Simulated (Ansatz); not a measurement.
# Br2GaH3OSi: how energies converge with the basis set

Aim: see how fast density functionals converge with the basis set for Br2GaH3OSi.

The runs use Ansatz 0.2.0, Gaussian basis; one geometry, several basis sets.

The runs, in order: PBE0-D4/def2-SVP; ωB97M-V/def2-SVP; PBE0-D4/def2-QZVPP; ωB97M-V/def2-QZVPP; the functionals' def2-TZVPP values are taken from earlier runs.

## Step 1: The relaxed structure

An earlier PBE0-D4 in a triple-zeta def2 set relaxation fixed the geometry.

8 atoms, charge 0, spin multiplicity 1.

Atoms are counted from 1 here; the program's logs count them from 0.

Bond lengths: Si1–O2 1.642 Å, Si1–H6 1.487 Å, Si1–H7 1.484 Å, Si1–H8 1.488 Å, O2–Ga3 1.757 Å, Ga3–Br4 2.254 Å, Ga3–Br5 2.263 Å. Angles: O2–Si1–H6 110.1°, O2–Si1–H7 108.0°, O2–Si1–H8 111.0°, H6–Si1–H7 109.5°, H6–Si1–H8 108.8°, H7–Si1–H8 109.4°, Si1–O2–Ga3 138.0°, O2–Ga3–Br4 118.3°, O2–Ga3–Br5 119.8°, Br4–Ga3–Br5 121.9°.

Geometry (Å):

```xyz
8

Si    0.27172   -0.62484    1.29711
O    -0.33772   -0.56207   -0.22618
Ga   -0.40222    0.57940   -1.56066
Br   -1.46609   -0.04212   -3.44788
Br    0.57126    2.61155   -1.35055
H    -0.69389   -0.03030    2.25832
H     0.49962   -2.04982    1.64225
H     1.55733    0.11822    1.38760
```

## Step 2: PBE0-D4 in def2-SVP

in.yaml reads:

```yaml
crystal:
  periodic: [false, false, false]
  atoms:
    - {symbol: Si, position_ang: [0.271719, -0.624843, 1.297112]}
    - {symbol: O, position_ang: [-0.337724, -0.562070, -0.226181]}
    - {symbol: Ga, position_ang: [-0.402222, 0.579399, -1.560661]}
    - {symbol: Br, position_ang: [-1.466090, -0.042116, -3.447878]}
    - {symbol: Br, position_ang: [0.571259, 2.611545, -1.350548]}
    - {symbol: H, position_ang: [-0.693893, -0.030300, 2.258316]}
    - {symbol: H, position_ang: [0.499621, -2.049824, 1.642246]}
    - {symbol: H, position_ang: [1.557330, 0.118220, 1.387603]}
basis:
  gaussian: {orbitals: def2-SVP}
hamiltonian: {xc: pbe0, dispersion: d4}
output: {orbitals: {seedname: orbitals}}
```

The run is started by

```sh
ansatz run in.yaml --threads 2 --pin off --events-out ev --progress --plain --max-ram 20480MiB --backend cpu
```

After this run come: ωB97M-V in def2-SVP; PBE0-D4 in def2-QZVPP; ωB97M-V in def2-QZVPP.

Q: Predict the results of all the runs planned. Wanted: PBE0-D4: double and triple zeta above quadruple; ωB97M-V: double and triple zeta above quadruple.

The runs gave:

| quantity | value |
| --- | --- |
| PBE0-D4: double and triple zeta above quadruple | 33.61, 4.44 eV |
| ωB97M-V: double and triple zeta above quadruple | 33.36, 4.26 eV |

For PBE0-D4 the step from double to triple zeta gains 29.17 eV and the next only 4.44 eV. Total energies overstate the basis error of differences, where much of it tends to cancel.
